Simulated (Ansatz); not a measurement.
# AlCl under changes of volume

One of the cells (23.116 Å³/atom); the others are scaled copies at fixed shape and fractional positions:

```xyz
2
Lattice="0.0000 2.8486 2.8486 2.8486 0.0000 2.8486 2.8486 2.8486 0.0000" Properties=species:S:1:pos:R:3 pbc="T T T"
Al    2.8486    2.8486    2.8486
Cl    0.0000    0.0000    0.0000
```

The cell was built by a generator and needn't be a form met in nature.

* Program: Ansatz 0.2.0
* Functional: PBE
* Potentials or basis: all-electron LAPW, scalar-relativistic
* Cutoff: 166 eV (chosen from the basis error)
* Basis error allowed: 0.0005 eV/atom
* k mesh: 8 × 8 × 8
* Occupations: fermi-dirac, width 0.05 eV
* Spin: no spin polarisation

| volume (Å³/atom) | energy over the lowest point (meV/atom) | pressure (GPa) | gap on the mesh (eV) |
| --- | --- | --- | --- |
| 21.729 | 100.03 | 8.4 | 0.74 |
| 22.191 | 77.28 | 7.4 | 0.71 |
| 22.654 | 57.21 | 6.5 | 0.66 |
| 23.116 | ? | ? | ? |
| 23.578 | 24.35 | 4.9 | 0.41 |
| 24.041 | 11.20 | 4.2 | 0.29 |
| 24.503 | 0.00 | 3.6 | 0.17 |

**Question.** What does the run at 23.116 Å³/atom give?

**Answer.** Energy over the lowest point 39.63 meV/atom; pressure 5.7 GPa; gap on the mesh 0.53 eV.

Worked out: A Birch-Murnaghan fit of order 3 (a polynomial in V^(-2/3)) to the other rows has no minimum within the range. It gives 39.63 meV/atom at 23.116 Å³/atom, against the run's 39.63, and -dE/dV = 5.7 GPa, against 5.7. A parabola through the other rows of the gap, of slope -5.07 eV per unit of ln V there, gives 0.54 eV, against the run's 0.53.

Energies are extrapolated to zero smearing.

A mesh can miss the band edges.
